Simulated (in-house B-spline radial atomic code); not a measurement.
# W: Hartree-Fock with and without relativity

How do the shells of W move when the Schrödinger Hamiltonian gives way to Dirac's?

Program: in-house B-spline radial atomic code version 1. Level of theory: Hartree-Fock averaged over the configuration, non-relativistic (point nucleus) and Dirac-Coulomb (finite nucleus); spherical all-electron atom at the radial basis limit. These are calculated values, not measurements, unless marked.

## (1) The system

| Item | Value |
| --- | --- |
| element | tungsten (Z = 74) |
| charge | 0 |
| electrons | 74 |
| configuration | [Xe] 4f14 5d4 6s2 |
| nucleus | point (non-relativistic run); Fermi, rms radius 5.366 fm (Dirac runs) |

Outer shells as boxes (Hund's rule):

[Xe] 4f14 5d4 6s2
```
[Xe] core
4f [↑↓][↑↓][↑↓][↑↓][↑↓][↑↓][↑↓]
5d [↑ ][↑ ][↑ ][↑ ][  ]
6s [↑↓]
```

The boxes draw the filling by Hund's rule, which heavy ions in jj coupling don't follow; these runs average over all states of the configuration.

## (2) Non-relativistic run

Settings of the run:

```ini
Z = 74
electrons = 74.0
configuration = [Xe] 4f14 5d4 6s2
hamiltonian = nr
method = hf
spin_polarised = False
```

## (3) Dirac-Coulomb run

Settings of the run:

```ini
Z = 74
electrons = 74.0
configuration = [Xe] 4f14 5d4 6s2
hamiltonian = dirac
method = hf
spin_polarised = False
nucleus = fermi
rms_radius = 5.3658
mass_number = 184
atomic_mass = 183.95093318
speed_of_light = 137.035999084
```

## (4) Dirac-Coulomb run in the lowest jj configuration, 1s2 2s2 2p6 3s2 3p6 3d10 4s2 4p6 4d10 4f14 5s2 5p6 5d-4 6s2

In configurations, a minus sign after the shell means j = l − 1/2 and a plus sign j = l + 1/2; the count of electrons follows.

Settings: those of step 3 with these lines changed.

```diff
@@ -2,3 +2,3 @@
 electrons = 74.0
-configuration = [Xe] 4f14 5d4 6s2
+configuration = 1s2 2s2 2p6 3s2 3p6 3d10 4s2 4p6 4d10 4f14 5s2 5p6 5d-4 6s2
 hamiltonian = dirac
```

Before running: How much does each shell's level and mean radius change with the Dirac Hamiltonian, and the total energy?

As calculated:

Levels and radii; the Dirac values are averaged over j with the occupations as weights.

| shell | ε non-rel. (eV) | ε Dirac (eV) | <r> non-rel. (bohr) | <r> Dirac (bohr) | change of <r> (%) |
| --- | --- | --- | --- | --- | --- |
| 1s | -64296.1 | -69967.9 | 0.02047 | 0.01835 | -10.38 |
| 2s | -10707.0 | -12212.6 | 0.08643 | 0.07690 | -11.03 |
| 2p | -10247.1 | -10749.0 | 0.07320 | 0.06901 | -5.73 |
| 3s | -2501.61 | -2874.42 | 0.2191 | 0.2001 | -8.67 |
| 3p | -2287.62 | -2427.69 | 0.2095 | 0.2001 | -4.47 |
| 3d | -1893.93 | -1877.72 | 0.1840 | 0.1824 | -0.86 |
| 4s | -533.65 | -625.56 | 0.4883 | 0.4498 | -7.90 |
| 4p | -442.62 | -475.03 | 0.4961 | 0.4766 | -3.93 |
| 4d | -277.46 | -272.87 | 0.5138 | 0.5120 | -0.36 |
| 5s | -79.835 | -94.122 | 1.182 | 1.083 | -8.38 |
| 5p | -50.513 | -53.493 | 1.309 | 1.259 | -3.82 |
| 4f | -60.256 | -50.157 | 0.5809 | 0.5988 | +3.09 |
| 5d | -10.963 | -9.077 | 1.912 | 2.003 | +4.76 |
| 6s | -6.196 | -7.257 | 3.798 | 3.395 | -10.62 |

Relativity and the finite nucleus together change the total energy by -868.69 hartree (-5.7 %). First-order perturbation theory (mass-velocity plus Darwin) gives -735.70 hartree, which is 85 % of the full shift. 2s shrinks most on the average over j, by -11.03 %, while 5d expands by 4.76 %, being screened better by the contracted inner s and p shells. Spin-orbit coupling splits the 5d level by 0.656 eV and the 2p level by 1355.51 eV. The lowest jj configuration lies 1.981 eV below the average over the whole configuration. Breit terms add 16.9 hartree and QED terms 11.5 hartree.
